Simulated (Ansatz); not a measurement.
# In3As (Pm-3m) in Ansatz: convergence with smearing width

Aim: find how far smearing width must go before the results for In3As settle, at r2SCAN. This setting moves, with any that are tied to it; all else stays.

All numbers are computed with Ansatz 0.2.0; they aren't measurements. Logs are shortened: lines on timing, memory, paths and dates and some standing lists are left out, and cuts for length are marked.

## 1. The structure

It takes space group Pm-3m (No. 221, cubic). The conventional cell has a = 4.672 Å, b = 4.672 Å, c = 4.672 Å, α = 90.00°, β = 90.00°, γ = 90.00°. In (site symmetry 4/mmm) is surrounded by 8 In at 3.30 Å and 4 As at 3.30 Å. As (site symmetry m-3m) is surrounded by 12 In at 3.30 Å.

The cell comes from a database or a generator and needn't be the stable form of this composition.

## 2. With smearing width 0.3 eV

Input file input.yaml:

```yaml
crystal:
  lattice:
    - [4.671681, 0.0, 0.0]
    - [0.0, 4.671681, 0.0]
    - [0.0, 0.0, 4.671681]
  atoms:
    - { symbol: In, position: [0.5, 0.5, 0.0] }
    - { symbol: In, position: [0.5, 0.0, 0.5] }
    - { symbol: In, position: [0.0, 0.5, 0.5] }
    - { symbol: As, position: [0.0, 0.0, 0.0] }
hamiltonian:
  xc: r2scan
  pseudopotentials: { kind: nc, accuracy: standard }
kpoints:
  mp_grid: { grid: [5, 5, 5] }
scf:
  occupations: { method: fermi_dirac, width: 0.3 }
output:
  forces: true
  stress: true
  eigenvalues: true
```

Potentials or basis: PseudoDojo standard (PBE files).

Run with:

```bash
$ ansatz run input.yaml --threads 2 --pin off --max-ram 5632MiB --backend cpu --events-out ev --progress --plain --runs-dir out
```

Run time: 11 s. Hardware: 2 threads of Arm Neoverse V1, shared host; peak memory 0.96 GiB.

Results:

```yaml
Free_energy: -8448.1526 eV
Pressure: -0.8 GPa
Band_gap_on_the_k_mesh: none (metal or under the smearing width)
```

## 3. With smearing width 0.2 eV

input.yaml, as its differences from that of step 2:

```diff
@@ -16,3 +16,3 @@
 scf:
-  occupations: { method: fermi_dirac, width: 0.3 }
+  occupations: { method: fermi_dirac, width: 0.2 }
 output:
```

Potentials or basis: PseudoDojo standard (PBE files).

Run with:

```bash
$ ansatz run input.yaml --threads 2 --pin off --max-ram 5632MiB --backend cpu --events-out ev --progress --plain --runs-dir out
```

Run time: 11 s. Hardware: 2 threads of Arm Neoverse V1, shared host; peak memory 0.95 GiB.

Results:

```yaml
Free_energy: -8447.9803 eV
Pressure: -0.8 GPa
Band_gap_on_the_k_mesh: none (metal or under the smearing width)
```

## 4. With smearing width 0.15 eV

input.yaml, as its differences from that of step 3:

```diff
@@ -16,3 +16,3 @@
 scf:
-  occupations: { method: fermi_dirac, width: 0.2 }
+  occupations: { method: fermi_dirac, width: 0.15 }
 output:
```

Run with:

```bash
$ ansatz run input.yaml --threads 2 --pin off --max-ram 5632MiB --backend cpu --events-out ev --progress --plain --runs-dir out
```

Wall time 11 s (2 threads of Arm Neoverse V1, shared host); peak memory 0.95 GiB.

Results:

```yaml
Free_energy: -8447.9154 eV
Pressure: -0.8 GPa
Band_gap_on_the_k_mesh: none (metal or under the smearing width)
```

## 5. With smearing width 0.1 eV

input.yaml, as its differences from that of step 4:

```diff
@@ -16,3 +16,3 @@
 scf:
-  occupations: { method: fermi_dirac, width: 0.15 }
+  occupations: { method: fermi_dirac, width: 0.1 }
 output:
```

Run with:

```bash
$ ansatz run input.yaml --threads 2 --pin off --max-ram 5632MiB --backend cpu --events-out ev --progress --plain --runs-dir out
```

It took 10 s on 2 threads of Arm Neoverse V1, shared host; peak memory 0.95 GiB.

What came out:

| Item | Value |
| --- | --- |
| Free energy | -8447.8667 eV |
| Pressure | -0.7 GPa |
| Band gap on the k mesh | none (metal or under the smearing width) |

## 6. With smearing width 0.05 eV

input.yaml, as its differences from that of step 5:

```diff
@@ -16,3 +16,3 @@
 scf:
-  occupations: { method: fermi_dirac, width: 0.1 }
+  occupations: { method: fermi_dirac, width: 0.05 }
 output:
```

Potentials or basis: PseudoDojo standard (PBE files).

Run with:

```bash
$ ansatz run input.yaml --threads 2 --pin off --max-ram 5632MiB --backend cpu --events-out ev --progress --plain --runs-dir out
```

Run time: 9.8 s. Hardware: 2 threads of Arm Neoverse V1, shared host; peak memory 0.95 GiB.

Results (log left out):

```yaml
Free_energy: -8447.8370 eV
Pressure: -0.6 GPa
Band_gap_on_the_k_mesh: none (metal or under the smearing width)
```

## 7. With smearing width 0.025 eV

input.yaml, as its differences from that of step 6:

```diff
@@ -16,3 +16,3 @@
 scf:
-  occupations: { method: fermi_dirac, width: 0.05 }
+  occupations: { method: fermi_dirac, width: 0.025 }
 output:
```

Run with:

```bash
$ ansatz run input.yaml --threads 2 --pin off --max-ram 5632MiB --backend cpu --events-out ev --progress --plain --runs-dir out
```

Wall time 9.8 s (2 threads of Arm Neoverse V1, shared host); peak memory 0.95 GiB.

The run converged. Its results:

```yaml
Free_energy: -8447.8308 eV
Pressure: -0.5 GPa
Band_gap_on_the_k_mesh: none (metal or under the smearing width)
```

## 8. With smearing width 0.01 eV

input.yaml, as its differences from that of step 7:

```diff
@@ -16,3 +16,3 @@
 scf:
-  occupations: { method: fermi_dirac, width: 0.025 }
+  occupations: { method: fermi_dirac, width: 0.01 }
 output:
```

Run with:

```bash
$ ansatz run input.yaml --threads 2 --pin off --max-ram 5632MiB --backend cpu --events-out ev --progress --plain --runs-dir out
```

Wall time 9.8 s (2 threads of Arm Neoverse V1, shared host); peak memory 0.95 GiB.

It converged, with:

| Property | Result |
| --- | --- |
| Free energy | -8447.8290 eV |
| Pressure | -0.5 GPa |
| Band gap on the k mesh | none (metal or under the smearing width) |

## 9. With smearing width 0.005 eV

input.yaml, as its differences from that of step 8:

```diff
@@ -16,3 +16,3 @@
 scf:
-  occupations: { method: fermi_dirac, width: 0.01 }
+  occupations: { method: fermi_dirac, width: 0.005 }
 output:
```

Potentials or basis: PseudoDojo standard (PBE files).

Run with:

```bash
$ ansatz run input.yaml --threads 2 --pin off --max-ram 5632MiB --backend cpu --events-out ev --progress --plain --runs-dir out
```

Standard output:

```text
Warning: hamiltonian.xc reads the kinetic-energy density τ on the library's norm-conserving files, and those of In, As were made for PBE. This build holds files of In, As that were made for r²SCAN, which a deck under this functional can read where it names no table (hamiltonian.pseudopotentials.accuracy or source), types no xc_functional and has no exact exchange, max_exx_coeff or level of output.embedding that keeps them out. To compare such runs, type hamiltonian.pseudopotentials: {kind: paw, frozen_core: stored} on both or, where PAW refuses one, {kind: nc, accuracy: standard}
Warning: RAYON_NUM_THREADS=2 ignored (pool sized by the plan → 2); use --threads N
Engine: ansatz 0.2.0, aarch64-unknown-linux-gnu
Pseudopotentials: kind: nc
Pseudopotential: In, nc, valence charge 13, recommended cutoff 952.398519 eV (normal), In.nc.azcp (PseudoDojo's, or run here from an input of PseudoDojo's; its table is named by hamiltonian.pseudopotentials.accuracy)
Pseudopotential: As, nc, valence charge 15, recommended cutoff 1142.878222 eV (normal), As.nc.azcp (PseudoDojo's, or run here from an input of PseudoDojo's; its table is named by hamiltonian.pseudopotentials.accuracy)
Functional definition: r2SCAN
  parameter k0 = 0.174
  parameter k1 = 0.065
  parameter a1 = 4.9479
  exchange = r2scan_x(k0 = k0, k1 = k1, a1 = a1)
  correlation = r2scan_c
Crystal: 4 atoms, lattice volume = 101.958 Å³
Basis set: ecut = 1142.878222 eV, 8925 PW (Γ), exchange–correlation on 216×216×216 points (64 copies of the dense FFT grid, shifted against one another)
Bands: 33, of which v1, the nominal top of the filled ones, is band 27 counted from 1 (26 counted from 0)
Symmetry: 48 space group operations
Space group: Pm-3m (ITA 221), of the structure as read, at distance tolerance 4.7e-5 Å
k-points: 10 of 125
Non-local potential: In, projectors of the file, l = 0: 2, l = 1: 2, l = 2: 2
Non-local potential: As, projectors of the file, l = 0: 2, l = 1: 2, l = 2: 2
Initial density: superposition of atomic densities (chi_scale 0.1, normalization cell, long waves kept (reshape's long-wave potential 0.01 eV rms))
Initial wavefunctions: pseudopotential atomic-orbital guess
Functional: x = r2scan, c = r2scan; τ floored in thin density (d = 2e-4 eV/Å³)
iter 1 solved again at ethr=1.05e-3 eV; its pass at ethr=3.10e-3 eV (dr2=5.69e-1 eV) is discarded
SCF iter   1: F=—  HF=-8447.941396 eV  |F-HF|=—  |Δ(HF+E_count)|=         —  Δρ=1.99e-2  dr2=5.72e-1  dr2_τ=2.46e-1  ethr=1.05e-3  ⟨swp⟩=1.1  Hψ=1707  notcnv=0
preconditioner: auto → Resta (q_TF=auto, 2.454 Å⁻¹)  ε∞=3.7  [insulator: Δε(μ)=0.016 eV  Ē_g=14.725 eV  σ=0.005 eV  W_gap=0.65  n_scr=26 (ndim 8)  ℏωp=24.4 eV  f_vac=0.000  D(μ)=21.97/eV (n_scr^D=436)  ε∞_Penn≈3.7]
SCF iter   2: F=—  HF=-8447.823312 eV  |F-HF|=—  |Δ(HF+E_count)|=   1.18e-1  Δρ=8.60e-3  dr2=5.35e-2  dr2_τ=8.60e-2  ethr=1.05e-3  ⟨swp⟩=2.9  Hψ=491  notcnv=0
SCF iter   3: F=—  HF=-8447.823138 eV  |F-HF|=—  |Δ(HF+E_count)|=   1.75e-4  Δρ=3.87e-3  dr2=1.28e-2  dr2_τ=4.01e-2  ethr=9.90e-5  ⟨swp⟩=2.2  Hψ=723  notcnv=0  defer=11
SCF iter   4: F=—  HF=-8447.827255 eV  |F-HF|=—  |Δ(HF+E_count)|=   4.12e-3  Δρ=1.40e-3  dr2=1.75e-3  dr2_τ=4.54e-3  ethr=2.37e-5  ⟨swp⟩=3.3  Hψ=505  notcnv=0  defer=11
SCF iter   5: F=—  HF=-8447.828003 eV  |F-HF|=—  |Δ(HF+E_count)|=   7.47e-4  Δρ=2.67e-4  dr2=6.10e-5  dr2_τ=3.72e-4  ethr=3.24e-6  ⟨swp⟩=4.3  Hψ=757  notcnv=0  defer=11
SCF iter   6: F=—  HF=-8447.828415 eV  |F-HF|=—  |Δ(HF+E_count)|=   4.13e-4  Δρ=5.57e-5  dr2=3.41e-6  dr2_τ=1.58e-5  ethr=1.13e-7  ⟨swp⟩=3.3  Hψ=775  notcnv=0  defer=11
SCF iter   7: F=—  HF=-8447.828421 eV  |F-HF|=—  |Δ(HF+E_count)|=   5.15e-6  Δρ=1.88e-5  dr2=1.96e-7  dr2_τ=9.77e-7  ethr=6.32e-9  ⟨swp⟩=3.4  Hψ=762  notcnv=0  defer=11
SCF iter   8: F=-8447.828421 eV  HF=-8447.828421 eV  |F-HF|=5.86e-9  |Δ(HF+E_count)|=   1.81e-7  Δρ=2.22e-6  dr2=3.37e-9  dr2_τ=3.08e-8  ethr=1.85e-10  ⟨swp⟩=14.7  Hψ=2013  notcnv=0
SCF 1 converged in 8 iterations: F = -8447.828421 eV  dr2 = 3.37e-9
SCF converged after 8 iterations
Free energy (F): -8447.828421 eV
Harris-Foulkes:  -8447.828421 eV  (|F-HF|=5.86e-9)
Internal energy: -8447.827889 eV  (E = F + TS)
E sigma→0 (E₀):  -8447.828155 eV
Entropy (-TS):   -0.000532 eV (-0.133 meV/atom)
Fermi energy:    10.066728 eV
--- Per-component energies (eV) ---
  E_band       = -324.967403
  E_kinetic    = 5491.353395
  E_local      = -5694.630569  (includes V_loc(G=0)·N_el)
  E_nonlocal   = -2625.531755
  E_hartree    = 1963.980308
  E_xc         = -2421.445312
  E_vxc        = -1563.233063  (∫ρ·V_xc dr)
  E_vtau       = 139.114368  (kinetic-family band-sum trace: ∫τ·v_τ [+ j·A + Jᵃ·Aᵃ] dr)
  E_ewald      = -5161.553956
  E_smearing   = -0.000532  (= −TS)
  E_closure    = 0.000000  (closes the sum)
  Σ components = -8447.828421   (vs F -8447.828421, Δ=0.00e0)
--- Forces (eV/Å), atoms counted from 1 ---
  atom   1  In     0.00000000    -0.00000000    -0.00000000
  atom   2  In     0.00000000    -0.00000000     0.00000000
  atom   3  In     0.00000000     0.00000000     0.00000000
  atom   4  As    -0.00000000     0.00000000     0.00000000
  max |Σ_I F_I| component: 1.04e-27 eV/Å
--- Stress (GPa, compression-positive) ---
       -0.532587       0.000000       0.000000
       -0.000000      -0.532587       0.000000
        0.000000       0.000000      -0.532587
  P = ⅓ Tr σ = -0.5326 GPa (-5.326 kbar)
--- Band table (eV; the first three rows and the last of 10) ---
  k-point 0: bands = ["-25.3824", "-25.3824", "-25.3820", "-25.3820", "-25.3820", "-5.2232", "-5.1968", "-5.1968", "-5.1968", "-4.9945", "-4.9945", "-4.8244", "-4.8244", "-4.8244", "-4.7876", "-4.7876", "-4.6607", "-4.6434", "-4.6434", "-4.6434", "-1.7769", "3.3469", "6.9542", "6.9542", "6.9542", "7.7914", "7.7914", "12.0773", "12.0773", "12.0773", "14.6919", "14.6919", "14.6919"]
  k-point 1: bands = ["-25.3824", "-25.3824", "-25.3820", "-25.3820", "-25.3820", "-5.1896", "-5.1829", "-5.1512", "-5.1512", "-4.9891", "-4.9647", "-4.8316", "-4.8298", "-4.8298", "-4.8175", "-4.7869", "-4.6997", "-4.6997", "-4.6855", "-4.6434", "-1.5898", "2.8921", "5.7478", "7.2681", "7.2681", "7.9585", "9.7722", "11.5590", "11.5590", "11.6228", "13.3324", "14.2192", "14.2192"]
  k-point 2: bands = ["-25.3824", "-25.3823", "-25.3820", "-25.3820", "-25.3820", "-5.1774", "-5.0939", "-5.0287", "-5.0287", "-4.9768", "-4.8979", "-4.8938", "-4.8717", "-4.8717", "-4.8438", "-4.8061", "-4.8061", "-4.7874", "-4.7425", "-4.6434", "-1.1889", "1.9746", "5.3415", "8.0581", "8.0581", "8.3116", "10.0740", "10.2289", "10.2289", "11.9272", "13.5156", "14.6286", "14.6286"]
  k-point 9: bands = ["-25.3822", "-25.3822", "-25.3820", "-25.3820", "-25.3820", "-5.1082", "-5.0825", "-5.0709", "-5.0709", "-5.0136", "-5.0136", "-4.9832", "-4.8724", "-4.8321", "-4.8321", "-4.7822", "-4.7822", "-4.7038", "-4.7038", "-4.6676", "-0.3268", "3.9572", "5.0526", "5.0526", "6.5231", "6.6435", "6.6435", "8.1235", "13.7495", "14.5736", "14.5736", "17.4529", "17.4529"]
```

Wall time 9.9 s (2 threads of Arm Neoverse V1, shared host); peak memory 0.95 GiB.

Results:

```yaml
Free_energy: -8447.8284 eV
Pressure: -0.5 GPa
Band_gap_on_the_k_mesh: none (metal or under the smearing width)
```

## 10. Summary

```csv
smearing width,"energy less the tightest run, at zero smearing (meV/atom)",pressure (GPa),SCF cycles,CPU time (s),peak memory (GiB)
0.3 eV,-6.32,-0.83,9,22,0.96
0.2 eV,-1.89,-0.82,9,21,0.95
0.15 eV,-0.38,-0.77,9,21,0.95
0.1 eV,0.31,-0.69,9,20,0.95
0.05 eV,0.13,-0.58,8,19,0.95
0.025 eV,-0.23,-0.52,8,19,0.95
0.01 eV,-0.06,-0.52,8,19,0.95
0.005 eV,0.00,-0.53,8,19,0.95
```

Against the tightest run, the energy stays within 1 meV/atom from 0.15 eV on; the pressure stays within 0.1 GPa from 0.05 eV on. Narrower smearing needs a denser k mesh, so at a fixed mesh the narrowest width isn't the most accurate. The tightest run that finished is the yardstick and may itself not be fully converged.

Caveats: the meta-GGA runs on potentials made for a GGA; the potentials were made for another functional, which shifts forces and pressure.
